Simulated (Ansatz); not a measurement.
**TiB2: how the settings move a single-point run**

Aim: see which settings change the result for TiB2, by how much, and at what cost.

Method: reference: DFT, PBEsol, all-electron LAPW, scalar-relativistic; levels and slopes on a fine mesh, independent-particle optical spectra, in Ansatz 0.2.0.

## Step 1: Starting point

It takes space group P6/mmm (No. 191, hexagonal). The conventional cell has a = 3.017 Å, b = 3.017 Å, c = 3.185 Å, α = 90.00°, β = 90.00°, γ = 120.00°. Ti (site symmetry 6/mmm) is surrounded by 12 B at 2.36 Å. B (site symmetry -6m2) is surrounded by 3 B at 1.74 Å and 6 Ti at 2.36 Å.

As a file:

```cif
data_structure
_symmetry_space_group_name_H-M 'P 1'
_symmetry_Int_Tables_number 1
_cell_length_a 3.0175
_cell_length_b 3.0175
_cell_length_c 3.1854
_cell_angle_alpha 90.000
_cell_angle_beta 90.000
_cell_angle_gamma 120.000
_cell_volume 25.12
loop_
_atom_site_label
_atom_site_type_symbol
_atom_site_fract_x
_atom_site_fract_y
_atom_site_fract_z
_atom_site_occupancy
Ti1 Ti 0.00000 0.00000 0.00000 1
B1 B 0.33333 0.66667 0.50000 1
B2 B 0.66667 0.33333 0.50000 1
```

## Step 2: The reference run

Contents of input.yaml:

```yaml
crystal:
  lattice:
    - [3.01745486267, 0.0, 0.0]
    - [-1.50872743134, 2.61319256585, 0.0]
    - [0.0, 0.0, 3.18539992212]
  atoms:
    - { symbol: Ti, position: [0.0, 0.0, 0.0] }
    - { symbol: B, position: [0.333333333333, 0.666666666667, 0.5] }
    - { symbol: B, position: [0.666666666667, 0.333333333333, 0.5] }
kpoints:
  mp_grid: { grid: [12, 12, 10] }
scf:
  occupations: { method: fermi_dirac, width: 0.05 }
hamiltonian:
  xc: pbesol
  pseudopotentials: { kind: all_electron, lapw: { basis_error: 0.001 } }
output:
  forces: true
  stress: true
  eigenvalues: true
  eigenstates:
    nscf_kmesh: { grid: [16, 16, 14] }
    de_dk: true
    e_range: [-14, 14]
  optics:
    e_range: [0, 30]
    de: 0.2
    sigma: 0.25
    bands: { spectra_wanted_up_to: 30 }
    nscf_kmesh: { grid: [16, 16, 14] }
    drude_damping: 0.2
checkpoint:
  write: ck
  write_wavefunctions: false
```

Started as:

```sh
> ansatz run input.yaml --threads 2 --pin off --max-ram 6144MiB --backend cpu --events-out ev --progress --plain --runs-dir out
```

## Step 3: Changed: mixing.algorithm broyden, mixing.beta 0.3, lower_state_search off, dr2_threshold 1.0e-11

Edit input.yaml of step 2 so:

```diff
@@ -13,2 +13,5 @@
   occupations: { method: fermi_dirac, width: 0.05 }
+  mixing: { algorithm: broyden, beta: 0.3 }
+  lower_state_search: "off"
+  convergence: { dr2_threshold: 1.0e-11 }
 hamiltonian:
```

Before running it: what results should come out? Wanted: for each run, ending; energy change; pressure; gap; force.

As calculated:

```csv
run,ending,energy change,pressure (GPa),gap (eV),force (eV/Å),cycles,time
reference,converged,0,-0.1,0.00,0.00,-,1.9 min
"1: mixing.algorithm broyden, mixing.beta 0.3, lower_state_search off, dr2_threshold 1.0e-11",converged,0.0 meV/atom,-0.1,0.00,0.00,12,1.9 min
```

Residual by cycle in the longest SCF loop of each run; runs are numbered as in the table. The quantity is the density residual dr2, in eV.

```csv
cycle,reference,run 1
1,4.31,4.31
2,2.83,0.0335
3,0.122,0.027
4,0.00587,0.00821
5,2.5e-4,1.8e-4
6,1.0e-6,7.2e-5
7,3.6e-8,1.7e-5
8,9.2e-9,1.2e-7
9,1.0e-9,3.2e-8
10,5.5e-12,5.1e-10
11,-,1.2e-10
12,-,4.3e-13
```

The changed input (mixing, search for lower states and convergence setting) leaves the energy the same to the digits printed. The reference leaves spin out although Ti can carry a moment, so its state need not be the lowest.
